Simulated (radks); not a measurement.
**The Coulomb parameter U of the 3d shell of Co⁺**

The task here is to estimate one member of a computed series from the others.

The numbers are computed with radks (a radial shooting solver on a logarithmic mesh, Libxc functionals) version 1 (Dirac Kohn-Sham, PBE, spin-unpolarised, spherical densities, finite nucleus; open shells are shared between the two j in proportion to 2j + 1), except any that are marked as measured or tabulated.

## The atom as given

- element: cobalt (Z = 27)
- charge: +1
- electrons: 26
- configuration: [Ar] 3d6 4p2
- nuclear rms radius: 3.7875 fm

The outer shells:

Co⁺
```
[Ar] core
3d [↑↓][↑ ][↑ ][↑ ][↑ ]
4p [↑ ][↑ ][  ]
```

Set-up of the first run:

Input:

```text
Z 27
configuration [Ar] 3d6 4p2
relativity Dirac
functional pbe,pbe
spin unpolarised
j_filling average
nucleus finite rms 3.7875 fm
c 137.035999084
```

Among the steps run: Start: [Ar] 3d6 4p2.

One table of the session follows, with a row left open; its other results are not shown here.

It belongs to the step «Start: [Ar] 3d6 4p2». Radial moments (bohr):

| level | <r> | outermost maximum (interpolated) | 90 % within | nodes |
| --- | --- | --- | --- | --- |
| 2p3/2 | 0.2260 | 0.173 | 0.370 | 0 |
| 3s1/2 | 0.7685 | 0.667 | 1.15 | 2 |
| 3p1/2 | ? | ? | ? | ? |
| 3p3/2 | 0.8095 | 0.679 | 1.24 | 1 |
| 3d3/2 | 0.9596 | 0.655 | 1.63 | 0 |
| 3d5/2 | 0.9641 | 0.657 | 1.64 | 0 |
| 4p1/2 | 2.971 | 2.51 | 4.47 | 2 |
| 4p3/2 | 2.999 | 2.53 | 4.51 | 2 |

**Question.** Estimate the row for 3p1/2.

The run gave: <r>: 0.8002; outermost maximum (interpolated): 0.671; 90 % within: 1.23; nodes: 1. In the column «<r>» it lies between 3s1/2 (0.7685) and 3p3/2 (0.8095).
